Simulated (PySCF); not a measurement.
# C4H5BO: runs on many settings, part 2 of 2

PySCF 2.14.0. Atoms count from 0.

### Step 4. Spin-spin couplings: PBE0/STO-3G

What the job is given:

```
{"job": {"kind": "j", "xc": "PBE0", "basis": "STO-3G"}, "charge": 0, "multiplicity": 1}
B      1.947223    -0.100790     0.116124
C      0.425491    -0.072653    -0.026030
C     -0.527418     0.745658     0.669231
C     -1.753166     0.408854     0.202452
O     -1.652847    -0.558865    -0.734674
C     -0.355769    -0.838838    -0.864128
H      2.477328     0.613912     0.874013
H      2.573308    -0.841057    -0.537516
H     -0.304136     1.481404     1.414186
H     -2.738680     0.760486     0.436248
H     -0.085909    -1.595439    -1.575869
```

Method: PBE0/STO-3G indirect spin-spin coupling, non-relativistic, gas phase.

Standard output:

```text
coarse grid: 9616 points
cycle   1  E = -251.9537519753  dE =  1.204e+00  |g| = 3.544e-01  |ddm| = 4.604e+00
cycle   2  E = -251.9365439247  dE =  1.721e-02  |g| = 4.527e-01  |ddm| = 9.861e-01
cycle   3  E = -251.9962841148  dE = -5.974e-02  |g| = 2.924e-02  |ddm| = 5.436e-01
cycle   4  E = -251.9962668318  dE =  1.728e-05  |g| = 3.160e-02  |ddm| = 8.261e-02
cycle   5  E = -251.9965923480  dE = -3.255e-04  |g| = 4.652e-03  |ddm| = 4.309e-02
cycle   6  E = -251.9965979487  dE = -5.601e-06  |g| = 1.605e-03  |ddm| = 7.419e-03
final grid: 94112 points
cycle   7  E = -251.9697794852  dE = -5.578e-06  |g| = 6.202e-03  |ddm| = 1.738e-02
cycle   8  E = -251.9697711483  dE =  8.337e-06  |g| = 8.232e-03  |ddm| = 1.656e-02
cycle   9  E = -251.9697903022  dE = -1.915e-05  |g| = 1.017e-03  |ddm| = 1.010e-02
cycle  10  E = -251.9697906185  dE = -3.163e-07  |g| = 2.660e-04  |ddm| = 1.567e-03
cycle  11  E = -251.9697906410  dE = -2.254e-08  |g| = 2.458e-05  |ddm| = 3.568e-04
cycle  12  E = -251.9697906412  dE = -1.581e-10  |g| = 1.091e-05  |ddm| = 4.413e-05
converged SCF energy = -251.9697906412

Indirect spin-spin couplings (Hz)
  i      j    bonds     total        FC       PSO       DSO        SD
  0 B    1 C    1     52.512    54.813    -2.621     0.233     0.087
  0 B    2 C    2      0.162    -0.188     0.217    -0.037     0.169
  0 B    3 C    3      1.492     1.493     0.133    -0.112    -0.021
  0 B    4 O    3     -1.202    -0.428    -0.521     0.061    -0.314
  0 B    5 C    2      2.859     2.054     0.235    -0.032     0.602
  0 B    6 H    1    144.010   144.465    -1.698     0.491     0.752
  0 B    7 H    1    142.616   143.086    -1.705     0.496     0.739
  0 B    8 H    3      0.543     0.752    -0.059    -0.136    -0.013
  0 B    9 H    4     -0.276     0.130     0.087    -0.494     0.001
  0 B   10 H    3     -0.428    -0.162    -0.052    -0.157    -0.057
  1 C    2 C    1     34.366    37.972    -3.884     0.278         -
  1 C    3 C    2     -3.034    -2.888    -0.155     0.010         -
  1 C    4 O    2      2.110     0.812     1.294     0.004         -
  1 C    5 C    1     40.124    45.423    -5.595     0.296         -
  1 C    6 H    2     -1.321    -0.936    -0.341    -0.044         -
  1 C    7 H    2     -1.186    -0.766    -0.375    -0.046         -
  1 C    8 H    2     -0.495     0.500    -0.679    -0.317         -
  1 C    9 H    3      3.211     3.948    -0.145    -0.592         -
  1 C   10 H    2      2.079     3.462    -0.967    -0.416         -
  2 C    3 C    1     49.723    55.564    -6.115     0.274         -
  2 C    4 O    2      1.391     0.553     0.832     0.007         -
  2 C    5 C    2     -2.392    -2.404    -0.003     0.015         -
  2 C    6 H    3      1.655     1.606     0.009     0.040         -
  2 C    7 H    3      3.785     4.024     0.081    -0.319         -
  2 C    8 H    1    140.457   139.831    -0.456     1.082         -
  2 C    9 H    2     -0.155     1.389    -1.025    -0.518         -
  2 C   10 H    3      3.814     4.505    -0.075    -0.615         -
  3 C    4 O    1     15.523    10.939     4.760    -0.176         -
  3 C    5 C    2      2.355     2.532    -0.153    -0.024         -
  3 C    6 H    4     -0.342    -0.134     0.048    -0.256         -
  3 C    7 H    4     -0.200     0.098     0.016    -0.313         -
  3 C    8 H    2      0.496     1.980    -1.074    -0.410         -
  3 C    9 H    1    151.720   151.006    -0.474     1.188         -
  3 C   10 H    3      3.340     4.191    -0.135    -0.716         -
  4 O    5 C    1     17.175    11.140     6.212    -0.178         -
  4 O    6 H    4      0.267     0.143    -0.041     0.166         -
  4 O    7 H    4      0.165     0.096    -0.069     0.138         -
  4 O    8 H    3      0.074    -0.543     0.291     0.327         -
  4 O    9 H    2     -8.971   -10.012     0.894     0.148         -
  4 O   10 H    2     -9.058   -10.455     1.246     0.151         -
  5 C    6 H    3      4.180     4.414     0.083    -0.317         -
  5 C    7 H    3      0.880     0.811     0.000     0.068         -
  5 C    8 H    3      4.281     4.896    -0.027    -0.588         -
  5 C    9 H    3      2.947     3.814    -0.147    -0.719         -
  5 C   10 H    1    149.506   148.905    -0.605     1.207         -
  6 H    7 H    2     -3.445    -1.401     0.107    -2.151         -
  6 H    8 H    4      0.416     0.002    -0.151     0.564         -
  6 H    9 H    5     -0.827     0.089     0.166    -1.082         -
  6 H   10 H    4     -0.892     0.198     0.186    -1.277         -
  7 H    8 H    4     -1.324    -0.272     0.194    -1.246         -
  7 H    9 H    5     -0.631     0.465     0.199    -1.296         -
  7 H   10 H    4      0.813     0.432    -0.172     0.553         -
  8 H    9 H    3      0.612     1.913    -0.082    -1.219         -
  8 H   10 H    4     -1.581     0.451     0.292    -2.324         -
  9 H   10 H    4     -0.830     1.409     0.225    -2.463         -
```

Wall time 2.4 s (1 thread of Arm Neoverse V2, shared host).

This basis has no tight s functions, so the Fermi-contact terms are rough.

This run: J(C3,H9) 151.7 Hz, J(C5,H10) 149.5 Hz, J(B0,H6) 143.3 Hz (means over like pairs).

### Step 5. Ultraviolet spectrum: BLYP/cc-pCVDZ

Same as in step 4 but for these lines:

```diff
@@ -1,2 +1,2 @@
-{"job": {"kind": "j", "xc": "PBE0", "basis": "STO-3G"}, "charge": 0, "multiplicity": 1}
+{"job": {"kind": "uv", "xc": "BLYP", "basis": "cc-pCVDZ", "nstates": 12, "ntriplets": 0, "tda": false, "scf": {"conv": 0.01, "max_cycle": 58}, "max_iter": 2}, "charge": 0, "multiplicity": 1}
 B      1.947223    -0.100790     0.116124
```

With the program's defaults for keys left out, this is: BLYP/cc-pCVDZ.

Standard output:

```text
KeyError: 'Element h (Z=1) not found in basis cc-pCVDZ version 0'
```

Run time: 0.02 s. Hardware: 1 thread of Arm Neoverse V2, shared host.

Why it failed: The basis cc-pCVDZ has no functions for an element of the molecule, so the input was refused before any integral. Cure: choose a basis that covers all elements.

### Step 6. Shielding tensors: LC-wPBE/MINI in acetonitrile

Same as in step 5 but for these lines:

```diff
@@ -1,2 +1,2 @@
-{"job": {"kind": "uv", "xc": "BLYP", "basis": "cc-pCVDZ", "nstates": 12, "ntriplets": 0, "tda": false, "scf": {"conv": 0.01, "max_cycle": 58}, "max_iter": 2}, "charge": 0, "multiplicity": 1}
+{"job": {"kind": "nmr", "xc": "LC-wPBE", "basis": "MINI", "solvent": "acetonitrile", "pop": true}, "charge": 0, "multiplicity": 1}
 B      1.947223    -0.100790     0.116124
```

Method: GIAO LC-wPBE/MINI NMR shielding, non-relativistic, IEF-PCM acetonitrile.

Standard output:

```text
coarse grid: 9616 points
cycle   1  E = -253.2019896308  dE =  1.714e+00  |g| = 3.508e-01  |ddm| = 5.439e+00
cycle   2  E = -253.2399355731  dE = -3.795e-02  |g| = 2.143e-01  |ddm| = 8.589e-01
cycle   3  E = -253.2521228407  dE = -1.219e-02  |g| = 2.933e-02  |ddm| = 2.967e-01
cycle   4  E = -253.2526592868  dE = -5.364e-04  |g| = 1.095e-02  |ddm| = 8.595e-02
cycle   5  E = -253.2527160656  dE = -5.678e-05  |g| = 4.716e-03  |ddm| = 2.427e-02
cycle   6  E = -253.2527297608  dE = -1.370e-05  |g| = 1.342e-03  |ddm| = 1.069e-02
cycle   7  E = -253.2527322701  dE = -2.509e-06  |g| = 2.434e-04  |ddm| = 6.627e-03
final grid: 94112 points
cycle   8  E = -253.2547287229  dE = -1.580e-05  |g| = 1.055e-03  |ddm| = 1.513e-02
cycle   9  E = -253.2547291329  dE = -4.099e-07  |g| = 4.289e-04  |ddm| = 2.668e-03
cycle  10  E = -253.2547291871  dE = -5.426e-08  |g| = 1.945e-04  |ddm| = 9.109e-04
cycle  11  E = -253.2547292004  dE = -1.333e-08  |g| = 3.108e-05  |ddm| = 3.377e-04
cycle  12  E = -253.2547292011  dE = -6.248e-10  |g| = 9.055e-06  |ddm| = 8.420e-05
converged SCF energy = -253.2547292011

GIAO shielding tensors (ppm)
atom      isotropic    diamagn.    paramagn.     s11        s22        s33       span
  0 B       86.418     190.204    -103.787     38.329     55.082    165.842    127.513
  1 C      115.559     237.837    -122.278     47.539     83.886    215.251    167.712
  2 C      116.927     245.975    -129.048     47.624    104.624    198.532    150.908
  3 C       97.318     250.648    -153.330     50.704     83.886    157.365    106.661
  4 O       74.743     379.918    -305.175   -182.289     32.456    374.062    556.351
  5 C       84.050     249.264    -165.214     40.985     58.589    152.575    111.590
  6 H       22.338      28.029      -5.691     17.389     24.110     25.515      8.126
  7 H       22.377      28.284      -5.907     17.302     24.115     25.714      8.412
  8 H       22.728      27.219      -4.491     19.798     22.809     25.576      5.778
  9 H       21.924      27.020      -5.097     18.881     21.673     25.218      6.337
 10 H       21.329      26.522      -5.193     18.662     21.515     23.810      5.148
```

Run time: 3.1 s. Hardware: 1 thread of Arm Neoverse V2, shared host.

No reference compound was run at this level, so shieldings alone are listed. Atoms listed in one row are averaged.

| atoms | environment | σ (ppm) |
| --- | --- | --- |
| C5 | aromatic CH next to the ring oxygen | 84.0 |
| C3 | aromatic CH next to the ring oxygen | 97.3 |
| C1 | substituted aromatic carbon | 115.6 |
| C2 | aromatic CH | 116.9 |
| H10 | hydrogen on an aromatic CH next to the ring oxygen | 21.33 |
| H9 | hydrogen on an aromatic CH next to the ring oxygen | 21.92 |
| H6, H7 | hydrogen on a boron bonded to C | 22.36 |
| H8 | hydrogen on an aromatic CH | 22.73 |
| B0 | boron bonded to C, 2 H | 86.4 |
| O4 | aromatic ring oxygen | 74.7 |

Charges from the same density, by scheme (e):

| atoms | Mulliken | IAO | Hirshfeld | ESP fit |
| --- | --- | --- | --- | --- |
| B0 | 0.04 | -0.04 | 0.12 | 0.27 |
| C1 | -0.31 | -0.20 | -0.14 | 0.09 |
| C2 | -0.31 | -0.22 | -0.09 | -0.48 |
| C3 | -0.10 | -0.06 | 0.00 | 0.05 |
| O4 | -0.29 | -0.10 | -0.03 | -0.14 |
| C5 | -0.04 | 0.01 | 0.04 | -0.04 |

Mayer bond orders: B0–C1 1.08, C1–C2 1.23, C2–C3 1.67, C3–O4 1.05, O4–C5 1.16, C5–C1 1.51.

Ring of atoms C1, C2, C3, O4, C5: NICS(0) -18.9, NICS(1) -13.7, NICS(1)zz -29.6 ppm (means of both faces).

### Step 7. Run by run: spin-spin couplings

Couplings (Hz), each a mean over the pairs like the one named, with basis size and wall time:

| run | C5–H10 | C3–H9 | C2–H8 | B0–H6 | B0–C1 | C2–C3 | C1–C5 | functions | time |
| --- | --- | --- | --- | --- | --- | --- | --- | --- | --- |
| PBE/6-31G in chloroform | 193.8 | 192.6 | 168.8 | 139.8 | 83.9 | 79.2 | 62.6 | 64 | 4.3 s |
| PBE0/6-31G* | 193.1 | 191.9 | 169.2 | 139.7 | 85.7 | 91.2 | 74.2 | 94 | 8 s |
| PBE0/STO-3G | 149.5 | 151.7 | 140.5 | 143.3 | 52.5 | 49.7 | 40.1 | 35 | 2.4 s |

### Step 8. Summary of results

This closing draws on all 2 parts.

| quantity | value |
| --- | --- |
| largest coupling of the table (PBE/6-31G) | 1J(C,H) C5–H10, 193.8 Hz |
| shieldings of C, H (LC-wPBE/MINI, acetonitrile, a mean where the table joins atoms) | C5 84.0, C3 97.3, C1 115.6, C2 116.9, H10 21.3, H9 21.9, H6 22.4, H8 22.7 ppm and more |
| range of J(C5,H10), mean over like pairs | 149.5 to 193.8 Hz |
| property runs in this session | 5, of which 1 failed and 2 gave unsound results |

What this shows: Single values in the summary come from the first run of each kind that ended normally (PBE/6-31G; LC-wPBE/MINI), which need not be the best level. A minimal basis gives no usable values, so read them as a test of settings alone. Of the pairs tabulated at PBE/6-31G, C5–H10 couples most strongly (193.8 Hz; Fermi contact 192.8 Hz). At LC-wPBE/MINI: The largest span, 556 ppm, is at O4, where the paramagnetic term is -305 ppm. NICS(1)zz of -30 ppm above the planar ring from C1 marks a diatropic (aromatic) ring current. The coupling C5–H10, as a mean over pairs of its kind, runs from 149.5 Hz (PBE0/STO-3G) to 193.8 Hz (PBE/6-31G in chloroform). Couplings from bases without tight functions are rough.
